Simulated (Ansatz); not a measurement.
# TiO2: the cost of one run

Program: Ansatz 0.2.0. Level of theory: DFT PBE, scalar-relativistic, plane waves, PAW. These are calculated values, not measurements.

5 further runs of the same task are left out: 3 that didn't finish, 2 set aside as unsound or not needed.

## 1. Starting point

Symmetry: I4_1/amd, No. 141, tetragonal system. Conventional cell: a = 3.799 Å, b = 3.799 Å, c = 9.697 Å, α = 90.00°, β = 90.00°, γ = 90.00°. Ti (site symmetry -4m2) has 6 O at 1.95 to 2.00 Å as nearest neighbours. O (site symmetry 2mm) has 3 Ti at 1.95 to 2.00 Å as nearest neighbours.

Coordinates:

```
Ti O
1.0
    -1.89961    1.89961    4.84845
     1.89961   -1.89961    4.84845
     1.89961    1.89961   -4.84845
Ti O
2 4
Direct
  0.00000 0.00000 0.00000
  0.75000 0.25000 0.50000
  0.20651 0.20651 0.00000
  0.95651 0.45651 0.50000
  0.54349 0.04349 0.50000
  0.79349 0.79349 0.00000
```

This cell was relaxed beforehand with the same method: volume 11.66 Å³/atom, gap on the mesh 2.13 eV.

## 2. The undisturbed cell

Contents of input.yaml:

```yaml
crystal:
  lattice:
    - [-1.8996112692, 1.8996112692, 4.8484484049]
    - [1.8996112692, -1.8996112692, 4.8484484049]
    - [1.8996112692, 1.8996112692, -4.8484484049]
  atoms:
    - { symbol: Ti, position: [0.0, 0.0, 0.0] }
    - { symbol: Ti, position: [0.75, 0.25, 0.5] }
    - { symbol: O, position: [0.2065067269, 0.2065067269, 0.0] }
    - { symbol: O, position: [0.9565067269, 0.4565067269, 0.5] }
    - { symbol: O, position: [0.5434932731, 0.0434932731, 0.5] }
    - { symbol: O, position: [0.7934932731, 0.7934932731, 0.0] }
basis:
  ecutwfc: 420
kpoints:
  mp_grid: { grid: [10, 10, 10] }
hamiltonian:
  xc: pbe
scf:
  occupations: { method: gaussian, width: 0.05 }
output:
  forces: true
  stress: true
  eigenvalues: true
  write_density: true
  write_potential: true
  elf: true
  volumetric_format: npy
```

The run is started by

```
ansatz run input.yaml --threads 2 --pin off --max-ram 5120MiB --backend cpu --events-out ev --progress --plain --runs-dir out
```

What time and memory should one allow on 2 threads of AMD EPYC 7R43 (Zen 3), shared host?

About 13 s, with a peak of 0.53 GiB.
